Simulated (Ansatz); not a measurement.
# C: a trial structure relaxed

Aim: relax C from this start, alpha-boron type (R-3m, No. 166), and see where it ends.

Method: DFT r2SCAN, scalar-relativistic, plane waves, PAW, in Ansatz 0.2.0.

## 1. The system as given

The structure is trigonal, space group R-3m (No. 166). Conventional cell: a = 5.735 Å, b = 5.735 Å, c = 14.672 Å, α = 90.00°, β = 90.00°, γ = 120.00°. Around C (site symmetry m) lie 6 C at 1.95 to 2.11 Å. C (site symmetry m) has 7 C at 2.08 to 2.35 Å as nearest neighbours.

As a file:

```cif
data_structure
_symmetry_space_group_name_H-M 'R-3m:H'
_symmetry_Int_Tables_number 166
_cell_length_a 5.7354
_cell_length_b 5.7354
_cell_length_c 14.6717
_cell_angle_alpha 90.000
_cell_angle_beta 90.000
_cell_angle_gamma 120.000
_cell_volume 417.96
loop_
_atom_site_label
_atom_site_type_symbol
_atom_site_symmetry_multiplicity
_atom_site_Wyckoff_symbol
_atom_site_fract_x
_atom_site_fract_y
_atom_site_fract_z
_atom_site_occupancy
C1 C 18 h 0.78553 0.21447 0.22466 1
C2 C 18 h 0.19686 0.80314 0.02432 1
```

(A quick probe on a coarse mesh, which set the mesh and smearing, is not shown.)

## 3. A loose first relaxation

input.yaml reads:

```yaml
crystal:
  lattice:
    - [2.8676954686, 1.6556647507, 4.8905740518]
    - [-2.8676954686, 1.6556647507, 4.8905740518]
    - [0.0, -3.3113295014, 4.8905740518]
  atoms:
    - { symbol: C, position: [0.01019, 0.65361, 0.01019] }
    - { symbol: C, position: [0.01019, 0.01019, 0.65361] }
    - { symbol: C, position: [0.65361, 0.01019, 0.01019] }
    - { symbol: C, position: [0.98981, 0.34639, 0.98981] }
    - { symbol: C, position: [0.34639, 0.98981, 0.98981] }
    - { symbol: C, position: [0.98981, 0.98981, 0.34639] }
    - { symbol: C, position: [0.22118, 0.6306, 0.22118] }
    - { symbol: C, position: [0.22118, 0.22118, 0.6306] }
    - { symbol: C, position: [0.6306, 0.22118, 0.22118] }
    - { symbol: C, position: [0.77882, 0.3694, 0.77882] }
    - { symbol: C, position: [0.3694, 0.77882, 0.77882] }
    - { symbol: C, position: [0.77882, 0.77882, 0.3694] }
basis:
  ecutwfc: 500
kpoints:
  mp_grid: { grid: [6, 6, 6] }
hamiltonian:
  xc: r2scan
scf:
  occupations: { method: gaussian, width: 0.1 }
  lower_state_search: "off"
output:
  forces: true
  stress: true
  eigenvalues: true
relax:
  adjacent_minimum: "off"
  f_tol: 0.04
  max_steps: 70
  cell: { stress_tol: 0.4 }
```

The session goes on with these runs: full relaxation.

What does the calculation give?

As calculated:

| quantity | value |
| --- | --- |
| cell (conventional) | a = 5.111 Å, b = 5.111 Å, c = 20.396 Å, α = 90.00°, β = 90.00°, γ = 120.00° |
| space group | R-3m (No. 166) |
| volume | 12.82 Å³/atom |
| gap on the mesh | none (metal) |

In words: The space group stayed R-3m, and from the first guess the volume went from 11.61 to 12.82 Å³/atom.
